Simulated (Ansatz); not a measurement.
This script drives the Ansatz DFT code, driven from Python.

`bde_ch7b2n.py`:
```python
"""Cost of removing each kind of hydrogen from CH7B2N, fragments frozen."""

import ansatz as az


def total_energy(molecule, charge=0, unpaired=0):
    calc = molecule.calculation().basis(gaussian="aug-cc-pVDZ").functional("r2scan0")
    if charge:
        calc = calc.charge(charge)
    if unpaired:
        calc = calc.spin("collinear", total=unpaired)
    return calc.run(threads=1, pin="off").report["free_energy_ev"]

def without(molecule, index):
    rest = az.Crystal.molecule()
    for i, site in enumerate(molecule.cartesian_sites):
        if i != index:
            rest = rest.atom(site.symbol, site.position_ang)
    return rest

geometry_ang = [
    ("B", (-0.3533, 1.384, 0.0502)),
    ("N", (-0.529, -0.1015, 0.0239)),
    ("B", (-0.0406, -0.6259, 1.3512)),
    ("C", (0.3499, -0.6508, -1.0735)),
    ("H", (-0.3891, 2.0084, -1.0062)),
    ("H", (-0.855, 2.0524, 0.946)),
    ("H", (1.1429, -0.4504, 1.6963)),
    ("H", (-0.6878, -1.2324, 2.0595)),
    ("H", (1.3566, -0.3655, -0.9444)),
    ("H", (-0.1101, -0.3047, -2.0263)),
    ("H", (0.1808, -1.7706, -1.0561)),
]
system = az.Crystal.molecule()
for symbol, xyz in geometry_ang:
    system = system.atom(symbol, xyz)

whole = total_energy(system, 0)
hydrogen = total_energy(az.Crystal.molecule().atom("H", (0, 0, 0)), 0, 1)
print(f"E(molecule) = {whole:.5f} eV, E(H) = {hydrogen:.5f} eV")
for index in [7, 10]:
    radical = total_energy(without(system, index), 0, 1)
    print(f"H{index}: homolysis {23.060548 * (radical + hydrogen - whole):.1f} kcal/mol")
```

It is started by `python bde_ch7b2n.py`. Estimate its wall time and peak memory on 1 thread of Intel(R) Xeon(R) 6975P-C (Granite Rapids), on a shared host.

It took about 20 s, with a peak of 0.47 GiB, for 4 runs of the engine.

Output of `python bde_ch7b2n.py`:
```text
E(molecule) = -3990.06539 eV, E(H) = -13.58985 eV
H7: homolysis 101.4 kcal/mol
H10: homolysis 105.8 kcal/mol
```

Total energies depend on the basis set; only differences at equal settings carry meaning. The geometry is a force-field or estimated start, not a minimum of this method, and the basis set is short of its limit. All parts are taken at fixed geometry, without zero-point energy.
